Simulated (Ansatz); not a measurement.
This script for the Python package of Ansatz (0.2.0) starts 4 runs on InSb₃, space group Fm-3m. What input does the engine get in each?

The script, `insb3.py`:
```python
# -*- coding: utf-8 -*-
import ansatz as az
from tabulate import tabulate


def main():
    cell = (
        az.Lattice.of([0.0, 3.79455, 3.79455], [3.79455, 0.0, 3.79455], [3.79455, 3.79455, 0.0])
        .atom('In', [0.0, 0.0, 0.0])
        .atom('Sb', [0.25, 0.25, 0.25])
        .atom('Sb', [0.75, 0.75, 0.75])
        .atom('Sb', [0.5, 0.5, 0.5])
    )

    calc = (
        cell.calculation()
        .functional(az.Functional.PBE)
        .kpoints(4, center='gamma')
        .occupations('Marzari-Vanderbilt')
        .stress()
    )

    rows = []
    for value in [250, 300, 350, 400]:
        data = calc.basis(value).run(threads=1).report
        rows.append((value, data['free_energy_ev'] / len(data['lattice']['sites']), data['n_iterations'], sum(data['stress_gpa'][i][i] for i in range(3)) / 3, data['n_pw']))

    print(tabulate(rows, headers=['cutoff (eV)', 'F/atom (eV)', 'iterations', 'P (GPa)', 'plane waves'], floatfmt='.4f', tablefmt='grid'))

    for row in rows[:-1]:
        shift = 1000 * (row[1] - rows[-1][1])
        print(f'{row[0]}: {shift:+.2f} meV/atom' + ('  (within 1 meV)' if abs(shift) < 1 else ''))


if __name__ == '__main__':
    main()
```

Run 1:
```yaml
crystal:
  lattice:
    - [0.0, 3.79455, 3.79455]
    - [3.79455, 0.0, 3.79455]
    - [3.79455, 3.79455, 0.0]
  atoms:
    - { symbol: In, position: [0.0, 0.0, 0.0] }
    - { symbol: Sb, position: [0.25, 0.25, 0.25] }
    - { symbol: Sb, position: [0.75, 0.75, 0.75] }
    - { symbol: Sb, position: [0.5, 0.5, 0.5] }
basis:
  ecutwfc: 250.0
kpoints:
  mp_grid:
    grid: [4, 4, 4]
    shift: [0.0, 0.0, 0.0]
hamiltonian:
  xc: pbe
scf:
  occupations:
    method: cold
output:
  stress: true
```

Run 2, against run 1:
```diff
-  ecutwfc: 250.0
+  ecutwfc: 300.0
```

Run 3, against run 1:
```diff
-  ecutwfc: 250.0
+  ecutwfc: 350.0
```

Run 4, against run 1:
```diff
-  ecutwfc: 250.0
+  ecutwfc: 400.0
```

`python insb3.py` gives:
```text
DeckWarning: basis.ecutwfc = 250 eV is below the records' recommended 420 eV, and the density's cutoff is lower with it unless basis.ecutrho_ratio is high enough to keep the records' density cutoff: compare with a run at a higher cutoff
DeckWarning: basis.ecutwfc = 300 eV is below the records' recommended 420 eV, and the density's cutoff is lower with it unless basis.ecutrho_ratio is high enough to keep the records' density cutoff: compare with a run at a higher cutoff
DeckWarning: basis.ecutwfc = 350 eV is below the records' recommended 420 eV, and the density's cutoff is lower with it unless basis.ecutrho_ratio is high enough to keep the records' density cutoff: compare with a run at a higher cutoff
DeckWarning: basis.ecutwfc = 400 eV is below the records' recommended 420 eV, and the density's cutoff is lower with it unless basis.ecutrho_ratio is high enough to keep the records' density cutoff: compare with a run at a higher cutoff
+---------------+---------------+--------------+-----------+---------------+
|   cutoff (eV) |   F/atom (eV) |   iterations |   P (GPa) |   plane waves |
+===============+===============+==============+===========+===============+
|           250 |    -6261.5446 |            7 |   -2.0117 |           941 |
+---------------+---------------+--------------+-----------+---------------+
|           300 |    -6262.5127 |            7 |   -1.3662 |          1243 |
+---------------+---------------+--------------+-----------+---------------+
|           350 |    -6262.5940 |            7 |   -1.2634 |          1639 |
+---------------+---------------+--------------+-----------+---------------+
|           400 |    -6262.5974 |            7 |   -1.2816 |          1989 |
+---------------+---------------+--------------+-----------+---------------+
250: +1052.75 meV/atom
300: +84.68 meV/atom
350: +3.35 meV/atom
```
(Warnings from the package without file and line.)

Caveats:
- The mesh is modest for a metal, so energies can be off by several to tens of meV an atom and pressures by half a GPa or more; differences at equal mesh fare better.
- Pressure is positive in compression.
- This cell is a computed structure, which may not be the phase found in nature.
- Shifts are counted from the last row, which is itself no proven limit.
- Run time: 5.3 s on 1 thread of Intel(R) Xeon(R) 6975P-C (Granite Rapids), on a shared host, peak memory 0.44 GiB.

(A comment or docstring line of the script was reworded after the run, the code is as it ran; lines on the test bed's own set-up are left out of the output.)
